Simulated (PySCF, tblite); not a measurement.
# C6H6FGaS: geometry, infrared bands and NMR shifts

Aim: predict the infrared bands and NMR shifts of C6H6FGaS (`C=Cc1s[c]([GaH2])cc1F`).

The runs use tblite 0.8.0 and PySCF 2.14.0, with density-fitted response routines of our own; the level of theory stands in each step. All values are computed, except where a source is named. Atoms are numbered from 0 throughout.

### Step 1. The starting structure

15 atoms, charge 0, multiplicity 1; geometry from: force field or distance geometry start.

Bonds of the start (Å): C0–C1 1.32, C1–C2 1.48, C2–S3 1.81, S3–C4 1.52, C4–Ga5 2.17, C4–C6 1.34, C6–C7 1.35, C7–F8 1.38, C7–C2 1.35, C0–H9 1.08, C0–H10 1.11, C1–H11 1.09, Ga5–H12 1.66, Ga5–H13 1.70, C6–H14 1.11.

### Step 2. Optimising the geometry with GFN2-xTB

Job settings and geometry (Å):

```
{"job": {"kind": "relax", "xc": "GFN2-xTB", "basis": "xTB"}, "charge": 0, "multiplicity": 1}
C     -3.251500     0.312000     0.004700
C     -2.194300     0.703600    -0.679200
C     -0.826000     0.244600    -0.360200
S      0.715800     0.684900    -1.192600
C      1.657400    -0.142100    -0.339700
Ga     3.810900    -0.356000    -0.485700
C      0.955900    -0.799200     0.599500
C     -0.374600    -0.588800     0.598000
F     -1.224200    -1.202100     1.502300
H     -3.247800    -0.364400     0.846300
H     -4.247100     0.694800    -0.285200
H     -2.401300     1.396900    -1.496500
H      4.429100     1.092200    -0.999700
H      4.745700    -0.208100     0.927900
H      1.447500    -1.460200     1.338100
```

Run with:

```
OMP_NUM_THREADS=1 python probes_run.py task.json out
```

One launch serves the whole session: the jobs run in the order shown.

**Question.** This job is followed by: GFN2-xTB harmonic vibrations, gas phase; GIAO PBE0/pcSseg-1 NMR shielding, non-relativistic, gas phase. Predict these results of the whole session: strongest single infrared mode (GFN2-xTB); zero-point energy (GFN2-xTB); 13C shifts against TMS (PBE0/pcSseg-1); 1H shifts against TMS (PBE0/pcSseg-1, means over atoms taken as alike); 33S shifts against CS2 (PBE0/pcSseg-1); 19F shifts against CFCl3 (PBE0/pcSseg-1); shieldings of Ga (PBE0/pcSseg-1); surface potential, 1st and 99th percentile.

The runs gave:

| quantity | value |
| --- | --- |
| strongest single infrared mode (GFN2-xTB) | 1666 cm⁻¹, 651 km/mol |
| zero-point energy (GFN2-xTB) | 56.0 kcal/mol |
| 13C shifts against TMS (PBE0/pcSseg-1) | 166.7, 154.6, 141.1, 135.8, 133.0, 124.7 ppm |
| 1H shifts against TMS (PBE0/pcSseg-1, means over atoms taken as alike) | 7.58, 6.77, 6.50, 6.41, 5.81 ppm |
| 33S shifts against CS2 (PBE0/pcSseg-1) | 249 ppm |
| 19F shifts against CFCl3 (PBE0/pcSseg-1) | -138.8 ppm |
| shieldings of Ga (PBE0/pcSseg-1) | Ga5 1238.1 ppm |
| surface potential, 1st and 99th percentile | -0.58 V and 2.51 V |

In words: The optimisation took 94 steps and gained 2.190 eV; among the close pairs (by a distance rule), S3–C4 changed most, from 1.516 to 1.738 Å. All 39 modes are real, so the xTB geometry is a minimum. The strongest single mode, at 1666 cm⁻¹, moves mainly H12 and H13. GFN2-xTB is a fitted tight-binding method: band positions and strengths are rough. Its intensities can rank the bands wrongly. At PBE0/pcSseg-1: The widest tensor belongs to Ga5: span 355 ppm, with a paramagnetic part of -1397 ppm. NICS(1)zz of -23 ppm above the planar ring from C2 marks a diatropic (aromatic) ring current. At PBE0/pcSseg-1, counted by nearest atom on the grid, the HOMO lies on C0, C2, C4 about 20 % each; C7 14 %, the LUMO on Ga5 35 %; C2, C4 about 9 % each. Spin-orbit coupling is left out, which matters for shieldings and couplings at and beside the heavy atoms.
